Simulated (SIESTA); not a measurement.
NaLaMnMoO6:

```
Na La Mn Mo O
1.0
    -2.72294    2.72294    3.89889
     2.72294   -2.72294    3.89889
     2.72294    2.72294   -3.89889
Na La Mn Mo O
1 1 1 1 6
Direct
  0.25000 0.75000 0.50000
  0.75000 0.25000 0.50000
  0.50000 0.50000 0.00000
  0.00000 0.00000 0.00000
  0.20766 0.29607 0.50371
  0.29605 0.79234 0.08841
  0.79236 0.70395 0.49629
  0.70393 0.20764 0.91159
  0.25194 0.25194 0.00000
  0.74806 0.74806 0.00000
```

The cell was built by a generator and needn't be a form met in nature.

* Program: SIESTA 5.4.2
* Task: single point
* Functional: PBE
* Potentials or basis: PseudoDojo 0.4 standard (PBE files)
* Basis: DZP (energy shift 0.003 Ry; two zetas on semicore shells)
* Grid cutoff: 800 Ry
* Energy shift: 0.003 Ry
* k mesh: 7 × 7 × 7
* Occupations: fermi-dirac, width 0.05 eV
* Spin: collinear spin, ferromagnetic start
* Starting moments: [0.0, 0.0, 4.0, 1.0, 0.0, 0.0, 0.0, 0.0, 0.0, 0.0] μB

On this cell: pressure 6.3 GPa; largest force 0.354 eV/Å; net moment 2.17 μB per cell; site moments Na -0.01; La -0.02; Mn +2.81; Mo -0.66; O +0.01, +0.00 μB; band gap on the k mesh none (metal or under the smearing width).

The same run follows on a disturbed copy (atoms moved at random, drawn with an rms of 0.05 Å):

```
CELL_PARAMETERS angstrom
-2.72294 2.72294 3.89889
2.72294 -2.72294 3.89889
2.72294 2.72294 -3.89889
ATOMIC_POSITIONS crystal
Na 0.25148 0.74773 0.50779
La 0.74962 0.24567 0.49018
Mn 0.49871 0.49220 0.99556
Mo 0.00311 0.00647 0.00219
O 0.20516 0.29613 0.50409
O 0.29794 0.79162 0.08428
O 0.79108 0.70147 0.49041
O 0.70061 0.19687 0.90707
O 0.25545 0.25601 0.00354
O 0.75112 0.75583 0.01080
```

Problem. What changes?

Solution. The energy (extrapolated to zero smearing) moves by +6.8 meV/atom; pressure 6.3 GPa; largest force 1.232 eV/Å; net moment 2.12 μB per cell; site moments Na -0.01; La -0.02; Mn +2.78; Mo -0.68; O +0.01, +0.00 μB; band gap on the k mesh none (metal or under the smearing width).

Forces on the atoms (eV/Å):
```
Na  -0.040 -0.069  0.096
La   0.294  0.126 -0.185
Mn   0.466 -0.038  0.555
Mo  -0.941  0.232 -0.761
O    0.098  0.326  0.416
O   -0.010  0.033 -0.255
O    0.049  0.141  0.102
O    0.554 -0.657  0.098
O   -0.028 -0.098  0.029
O   -0.442  0.002 -0.097
```

Stress tensor (GPa, compression positive):
```
 5.11 -0.57 -0.54
-0.57  6.50  0.43
-0.54  0.43  7.17
```

Caveats: short orbitals over semicore shells can move pressures by several GPa; the basis of atomic orbitals isn't converged, which shifts pressures, moduli and gaps; a cell with one magnetic atom can't hold antiferromagnetic order, which such compounds often take; semilocal functionals often make such compounds metallic where correlation or magnetic order opens a gap, which also shifts bond lengths.
